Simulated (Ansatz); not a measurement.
# CH₃Se radical: functionals against CCSD(T) at one geometry

An exercise on one series of results from a longer session: the logs are not shown, and one member is left open.

The runs use Ansatz 0.2.0, Gaussian basis; single points in def2-TZVPP.

Cores are frozen in the correlated methods. Filled d shells of the heavier atoms are correlated. Orbitals are unrestricted. B3LYP uses VWN-RPA correlation.

### The system as given

SMILES `[CH2][SeH]`, 5 atoms, charge 0, spin multiplicity 2.

Atoms are counted from 1 here; the program's logs count them from 0.

Bond lengths: C1–Se2 1.888 Å, C1–H3 1.196 Å, C1–H4 1.176 Å, Se2–H5 1.536 Å. Angles: Se2–C1–H3 122.9°, Se2–C1–H4 122.4°, H3–C1–H4 109.4°, C1–Se2–H5 98.7°.

Coordinates:

```xyz
5

C    -0.3097   -0.4866    0.3171
Se    0.9387    0.9302    0.3296
H    -0.2974   -1.3713    1.1221
H    -0.8251   -0.8634   -0.6704
H     0.3564    1.7631   -0.8226
```

The first run:

run/in.yaml

```yaml
crystal:
  periodic: [false, false, false]
  atoms:
    - {symbol: C, position_ang: [-0.309700, -0.486600, 0.317100]}
    - {symbol: Se, position_ang: [0.938700, 0.930200, 0.329600]}
    - {symbol: H, position_ang: [-0.297400, -1.371300, 1.122100]}
    - {symbol: H, position_ang: [-0.825100, -0.863400, -0.670400]}
    - {symbol: H, position_ang: [0.356400, 1.763100, -0.822600]}
basis:
  gaussian: {orbitals: def2-TZVPP}
magnetization: {spin_polarized: true, initial_magnetization: 1}
correlation: {method: ccsd_t}
scf: {omitted_lower_state_checks: [cluster_reference]}
output: {forces: true}
```

The command line of these runs was not kept.

Among the steps run: CCSD(T)/def2-TZVPP; PBE0-D4/def2-TZVPP; wB97M-V/def2-TZVPP; r2SCAN-D4/def2-TZVPP; PBE-D4/def2-TZVPP; BHLYP-D4/def2-TZVPP; B3LYP-D4/def2-TZVPP.

One of the session's tables, all rows but one given; the rest of the session is left out.

| method | RMS force component (eV/Å) | angle to CCSD(T) forces (°) | dipole (D) |
| --- | --- | --- | --- |
| CCSD(T) | 1.380 | reference | 0.63 |
| PBE0-D4 | 1.352 | 3.5 | 0.66 |
| wB97M-V | ? | ? | ? |
| r2SCAN-D4 | 1.351 | 1.9 | 0.67 |
| PBE-D4 | 1.222 | 5.0 | 0.57 |
| BHLYP-D4 | 1.518 | 2.0 | 0.69 |
| B3LYP-D4 | 1.366 | 2.7 | 0.58 |

**Question.** Estimate the row for wB97M-V.

As computed: RMS force component (eV/Å): 1.391; angle to CCSD(T) forces (°): 3.3; dipole (D): 0.61. In the column «RMS force component (eV/Å)» it lies between CCSD(T) (1.380) and BHLYP-D4 (1.518).
